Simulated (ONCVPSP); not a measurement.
# Chlorine: generating and testing an ONCV potential

Aim: build the potential from the settings below, then test how well it stands in for the atom: other configurations, scattering, ghost states and the plane-wave cutoff that it needs.

Program: ONCVPSP 4.0.1. Reference atom: PBE, scalar-relativistic, spherical and spin-unpolarised. All values are calculated.

### 1 The atom and the settings

Typed settings, in words:

```
element                 : chlorine (Cl, Z = 17)
type                    : optimised norm-conserving Vanderbilt (ONCV)
frozen core             : [Ne]
valence charge          : 7
reference configuration : 3s2 3p3 (charge +2)
partial waves           : 3s: rc 1.15 bohr, ncon 4, nbas 7, qcut 7 1/bohr, 3 projectors, debl 2.7 Ha; 3p: rc 1.20 bohr, ncon 3, nbas 6, qcut 8.2 1/bohr, 2 projectors, debl 0.4 Ha; d scattering state at 0.1 Ha: rc 1.05 bohr, ncon 4, nbas 8, qcut 9.9 1/bohr, 2 projectors, debl 3.7 Ha
local potential         : polynomial inside 1.00 bohr (lpopt 2, dvloc0 -1 Ha)
core correction         : polynomial model core, fcfact 0.7
```

### 2 Generating the potential

Cl.dat

```
# ATOM AND REFERENCE CONFIGURATION
# atsym  z   nc   nv     iexc    psfile
  Cl 17.00    3    2        4      upf
#
#   n    l    f
    1    0    2.00
    2    0    2.00
    2    1    6.00
    3    0    2.00
    3    1    3.00
#
# PSEUDOPOTENTIAL AND OPTIMIZATION
# lmax
    2
#
#   l,   rc,      ep,       ncon, nbas, qcut
    0    1.15    0.00    4    7    7.00
    1    1.20    0.00    3    6    8.20
    2    1.05    0.10    4    8    9.90
#
# LOCAL POTENTIAL
# lloc, lpopt,  rc(5),   dvloc0
    4    2    1.00   -1.00
#
# VANDERBILT-KLEINMAN-BYLANDER PROJECTORs
# l, nproj, debl
    0    3    2.70
    1    2    0.40
    2    2    3.70
#
# MODEL CORE CHARGE
# icmod, fcfact, rcfact
    1    0.70    0.00
#
# LOG DERIVATIVE ANALYSIS
# epsh1, epsh2, depsh
   -3.00    5.00    0.02
#
# OUTPUT GRID
# rlmax, drl
    6.00    0.01
#
# TEST CONFIGURATIONS
# ncnf
    4
# nvcnf
#   n    l    f
    2
    3    0    2.00
    3    1    5.00
#
    2
    3    0    2.00
    3    1    4.00
#
    2
    3    0    2.00
    3    1    2.00
#
    2
    3    0    2.00
    3    1    1.00
#
```

Command:

```
$ oncvpsp.x < Cl.dat > Cl.out
```

What does the calculation give? Wanted: cutoffs for 1 and 0.1 mHa per electron, occupied waves; bound ghosts; GHOST(+) flags; largest test error; largest phase difference near zero energy, channels read; rms error of d²Exc/dn², without and with the model core; projector energies reset by the program.

As calculated:

```
                                                quantity                 value
  cutoffs for 1 and 0.1 mHa per electron, occupied waves       16 Ha and 76 Ha
                                            bound ghosts       s at -291.01 eV
                                          GHOST(+) flags          s at 1925 eV
                            largest test error (AE − PS)  +60 meV, for 3s2 3p1
largest phase difference near zero energy, channels read             0.000 rad
 rms error of d²Exc/dn², without and with the model core     2.74 and 0.55 mHa
                 projector energies reset by the program   p: -1.164, 0.250 Ha
```

What this shows: A bound ghost (s) makes it unfit for use: electrons can fall into a state that the atom doesn't have. Close by lies the frozen 2s level (-280.6 eV). The worst unpolarised test, 3s2 3p1, is off by 60 meV on 90.6 eV; by total energies transferability rates as fair. That test lies far up in energy; among those under 40 eV, nearer to bonding, the largest error is 17 meV. By its cutoff, 16 Ha for the looser tolerance, it is soft on the atom at that tolerance. The tighter tolerance needs 76 Ha, and converged work needs a cutoff nearer that. That counts occupied waves only; other projectors can need more. Near zero energy the phases of the channels with partial waves agree within 0.001 rad. The program also flags highly localised states, GHOST(+) (s). All of this concerns the isolated atom, not yet a solid.
